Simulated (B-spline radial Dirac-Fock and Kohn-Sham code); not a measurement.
# Inner shells of Cd²⁰⁺

What does theory give for cadmium as Cd²⁰⁺? The session works out its X-ray form factor and Compton profile, the binding energy of each subshell, how cheaper methods do for the levels and its two-hole states.

The numbers are computed with B-spline radial Dirac-Fock and Kohn-Sham code (version 2): a free atom or ion on a radial basis; each step names its model.

## (1) The atom as given

Cadmium as Cd²⁰⁺ in the configuration [Ar] 3d10.

```
nuclear charge     : 48
electrons          : 28
mass number        : 114
nuclear rms radius : 4.6087 fm
```

## (2) Form factor and Compton profile

Model: Dirac-Fock average of configuration, finite nucleus; form factor of the spherical density, Waller-Hartree incoherent function, impulse-approximation Compton profiles.

Recorded inputs:

```ini
task = scatter
Z = 48
charge = 20
configuration = 1s2 2s2 2p6 3s2 3p6 3d10
mass_number = 114
rms_radius = 4.6087  # fm
s = [0.0, 0.05, 0.1, 0.15, 0.2, 0.25, 0.3, 0.35, 0.4, 0.45, 0.5, 0.6, 0.7, 0.8, 0.9, 1.0, 1.1, 1.2, 1.4, 1.6, 1.8, 2.0, 2.5, 3.0, 3.5, 4.0, 5.0, 6.0]  # 1/A
pz = [0, 0.1, 0.2, 0.3, 0.4, 0.5, 0.6, 0.8, 1.0, 1.2, 1.4, 1.6, 1.8, 2.0, 2.5, 3.0, 4.0, 5.0, 7.0, 10.0, 15.0, 20.0, 30.0, 40.0, 60.0, 100.0]  # a.u.
photon_energy = [1000, 2000, 8047.8, 17479.3, 20000, 30000, 50000, 200000]  # eV
```

## (3) Core and valence levels

Model: Dirac-Fock average of configuration, Delta-SCF, finite nucleus, first-order Breit with its frequency dependence, self-energy and vacuum polarisation.

The run's settings:

```ini
task = binding
```

## (4) Dirac LDA, for comparison

Model: Dirac-Kohn-Sham LDA (Slater exchange, VWN correlation), finite nucleus, spherical and without spin polarisation.

Settings, as recorded:

```ini
task = binding-ladder
method = lda,vwn
relativity = dirac
```

## (5) Two holes

Model: Dirac-Fock average of configuration, Delta-SCF, finite nucleus, first-order Breit with its frequency dependence, self-energy and vacuum polarisation; two-hole levels by intermediate coupling within the shell, Auger rates as independent-particle Coulomb matrix elements.

Settings, as recorded:

```ini
task = double
```

## (6) non-relativistic HF, for comparison

Model: non-relativistic Hartree-Fock, average of configuration, point nucleus.

Settings, as recorded:

```ini
task = binding-ladder
method = hf
relativity = nr
```

(Steps that only read results are left out.)

Q: Predict the outcome of this session. Wanted: rms radius of the electron cloud; form factor halves at; Compton profile at zero; deepest level listed, K; least bound, M5; Kα1; Dirac LDA, K: eigenvalue / ΔSCF; largest U, K K; Kα hypersatellite shift.

The runs gave:

| quantity | value |
| --- | --- |
| rms radius of the electron cloud | 0.300 bohr |
| form factor halves at | 1.1 1/Å |
| Compton profile at zero | 1.729 1/a.u. |
| deepest level listed, K (1s) | 27316.0 eV |
| least bound, M5 (3d5/2) | 962.8 eV |
| Kα1 | 23186.6 eV |
| ionisation energy, NIST (theoretical) | 963.000 eV |
| Dirac LDA, K: eigenvalue / ΔSCF | 27056.3 / 27392.6 eV |
| largest U, K K | 793.6 eV |
| Kα hypersatellite shift | +560.3 eV |
| strongest line of K-L123 | L2L3, J = 2, 18692.8 eV |
| non-relativistic HF, 1s: eigenvalue / ΔSCF | 26569.8 / 26525.7 eV |

The form factor starts at the 28 electrons and halves by s = 1.1 1/Å. Incoherent scattering outweighs coherent from 200 keV on, among the energies asked. For K (1s), relaxation takes off 46.9 eV, Breit terms shift it by -55.72 and QED by -28.23 eV. NIST's ionisation energy differs by +0.24 eV from the least binding energy, within its stated uncertainty. Dirac LDA misses the K level by -1.0 % with its eigenvalue and by +0.3 % with ΔSCF, so total-energy differences mend most of the error. Two holes repel most in K K, by 793.6 eV, and least in M2 M3, by 61.33 eV. An empty K shell moves Kα up by 560 eV. In the K-L123 Auger group the L2L3 J = 2 line carries 44 % of the rate. Non-relativistic HF misses the 1s level by -2.7 % with its eigenvalue and by -2.9 % with ΔSCF, as relativity is missing. The Hartree-Fock and Dirac-Fock values hold no electron correlation.
